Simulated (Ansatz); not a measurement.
# LuHg, space group Pm-3m: a displacement scan with seeded SCF runs

With Ansatz 0.2.0, Python API.

Run as a notebook:

In [1]:
```python
import warnings

import ansatz as az
from ase import Atoms
import numpy as np
```

In [2]:
```python
warnings.simplefilter("ignore", az.DeckWarning)
```

In [3]:
```python
atoms = Atoms(
    ["Lu", "Hg"],
    scaled_positions=[
        [0.5, 0.5, 0.5],
        [0.0, 0.0, 0.0],
    ],
    cell=[
        [3.607, 0.0, 0.0],
        [0.0, 3.607, 0.0],
        [0.0, 0.0, 3.607],
    ],
    pbc=True,
)
structure = az.Crystal.from_ase(atoms)
```

In [4]:
```python
structure.resolved().sites[-1]
```
Out [4]:
```text
Site(symbol='Hg', position=(0.0, 0.0, 0.0), moment=None, axis=None, held=None, saved=None)
```

In [5]:
```python
start = np.array(structure.resolved().sites[1].position)
previous, rows = None, []
for step in range(6):
    target = start + step * 0.015 * np.eye(3)[1]
    calc = (
        structure.move(1, to=target).calculation()
        .functional("LDA")
        .basis(510)
        .kpoints(5, 5, 5)
        .occupations("fermi_dirac", width=50 * az.meV)
        .forces()
    )
    session = calc.session()
    if previous is not None:
        session.seed_next_step(previous)
    previous = session.plan(retain="wavefunctions").execute()
    r = previous.report
    shift = float(np.linalg.norm((target - start) @ np.array(r["lattice"]["cell_ang"])))
    rows.append((step, shift, r["lagrangian_ev"], float(np.linalg.norm(r["forces_ev_ang"][1])), r["n_iterations"], r["n_symmetry_ops"]))
rows = [(row[0], row[1], 1000 * (row[2] - rows[0][2]), *row[3:]) for row in rows]
print("          step         moved A          dE meV  force on it eV/A      iterations  symmetry operations")
for row in rows:
    print(f"{str(row[0]):>14s}  {row[1]:14.4f}  {row[2]:14.3f}  {row[3]:16.4f}  {row[4]:14d}  {row[5]:19d}")
```
```text
          step         moved A          dE meV  force on it eV/A      iterations  symmetry operations
             0          0.0000           0.000            0.0000               7                   48
             1          0.0541           1.952            0.0722               7                    8
             2          0.1082           7.792            0.1443               8                    8
             3          0.1623          17.671            0.2231               7                    8
             4          0.2164          32.185            0.3169               7                    8
             5          0.2705          52.267            0.4285               7                    8
```

Caveats:
- For a metal this k-point mesh is coarse: on a finer one energies can move by several to tens of meV an atom and pressures by half a GPa or more, differences at one mesh by less.
- Spin-orbit coupling, which matters for elements this heavy, is left out.
- The starting cell is as deposited in a crystallographic database; the results hold for this polymorph, which needn't be the stable one.
- The first step keeps the crystal's symmetry; the moved atom lowers it.
- Hardware and time: 15 s on 1 thread of AMD EPYC 7R43 64-Core Processor (Zen 3), on a shared host, peak memory 0.44 GiB.

(Lines on the test bed's own set-up are left out of the output.)
